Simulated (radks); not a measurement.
**Valence configurations of Hg**

The task here is to estimate one member of a computed series from the others.

Method: Dirac Kohn-Sham, PBE, spin-unpolarised, spherical densities, finite nucleus; open shells fill j = l - 1/2 first. Code: radks (a radial shooting solver on a logarithmic mesh, Libxc functionals) version 1.

## The system

| Item | Value |
| --- | --- |
| element | mercury (Z = 80) |
| charge | 0 |
| electrons | 80 |
| configuration | [Hg] |
| nuclear rms radius | 5.4648 fm |
| others tried | [Xe] 4f13 5d10 6s2 6p1; [Xe] 4f14 5d10 6s1 6p1; [Xe] 4f13.5 5d9.5 6s2 6p1; [Xe] 4f13.5 5d10 6s2 6p0.5; [Xe] 4f14 5d9.5 6s2 6p0.5 |

Set-up of the first run:

The run's settings:

```text
Z 80
configuration [Hg]
relativity Dirac
functional pbe,pbe
spin unpolarised
j_filling energy
nucleus finite rms 5.4648 fm
c 137.035999084
```

Run with:

```sh
$ python run_ks.py task.json out
```

This one command runs every case of the session in turn.

Steps of the session up to this table: [Hg].

One of the session's tables, all rows but one given; the rest of the session is left out.

It belongs to the step «[Hg]». Radial moments (bohr):

```
level     <r>  outermost maximum (interpolated)  90 % within  nodes
5s1/2  0.9026                             0.829         1.29      4
4f5/2  0.4792                             0.364        0.767      0
4f7/2  0.4860                             0.369        0.778      0
5p1/2  0.9722                             0.873         1.41      3
5p3/2   1.069                             0.952         1.55      3
5d3/2   1.459                              1.14         2.27      2
5d5/2   1.530                              1.18         2.40      2
6s1/2       ?                                 ?            ?      ?
```

Estimate the missing values for 6s1/2.

The run gave: <r>: 2.699; outermost maximum (interpolated): 2.21; 90 % within: 4.06; nodes: 5. In the column «<r>» it is the highest.
